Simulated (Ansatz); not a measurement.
Runs of Ansatz 0.2.0 on LaBi2ClO4. The structure is tetragonal, space group P4/mmm (No. 123). The conventional cell has a = 3.989 Å, b = 3.989 Å, c = 9.333 Å, α = 90.00°, β = 90.00°, γ = 90.00°. Bi (site symmetry 4mm) is surrounded by 4 O at 2.27 Å. La (site symmetry 4/mmm) has 8 O at 2.50 Å as nearest neighbours. Cl (site symmetry 4/mmm) has 8 Bi at 3.50 Å and 8 O at 3.73 Å and 4 Cl at 3.99 Å as nearest neighbours. O (site symmetry 2mm) is surrounded by 2 Bi at 2.27 Å and 2 La at 2.50 Å. The cell is a database's computed one.

| level | U | hubbard projectors | double counting | gap on the mesh (eV) | pressure (GPa) | relaxed volume (Å³/atom) |
| --- | --- | --- | --- | --- | --- | --- |
| PBEsol+U | La f U = 5 eV | ortho-atomic (the default) | fll (the default) | 1.19 | 0.0 | (b) |
| PBEsol+U | La f U = 4 eV | ortho-atomic (the default) | fll (the default) | 1.19 | 0.0 | 17.50 |
| PBEsol+U | La f U = 6 eV | ortho-atomic (the default) | fll (the default) | 1.18 | 0.0 | (a) |
| PBEsol+U | La f U = 3 eV | ortho-atomic (the default) | fll (the default) | 1.20 | 0.0 | 17.48 |
| PBEsol | - | - | - | 1.21 | 0.0 | 17.42 |
| PBEsol+U | La f U = 2 eV | ortho-atomic (the default) | fll (the default) | 1.20 | 0.0 | 17.46 |
| PBEsol+U | La f U = 8 eV | ortho-atomic (the default) | fll (the default) | 1.18 | 0.0 | 17.59 |
| PBEsol+U | La f U = 1 eV | ortho-atomic (the default) | fll (the default) | 1.20 | 0.0 | 17.44 |

Alike in all rows: task relaxation of cell and atoms; potentials or basis Ansatz PAW; no spin polarisation; cell relaxed; k mesh 7 × 7 × 3; cutoff (eV) 420; smearing fermi-dirac 0.05 eV.

Estimate the missing entries.

(a) 17.54; (b) 17.53.

Caveats: odd divisions of the mesh miss points on the zone boundary, where band edges often lie, so the gap on the mesh can be too wide; the plane-wave basis is chosen anew once the cell has moved, so the energies of steps on either side of that aren't comparable; spin-orbit coupling is left out, which as a rule narrows the gap of such compounds by several tenths of an eV; the PAW data sets come from PBE, with cores solved anew for the run's functional, which leaves a small shift of forces and pressure; the magnetic or orbital state may not be the lowest (some runs).

A k mesh can miss the band edges, and the runs leave out spin-orbit coupling on Bi, La.
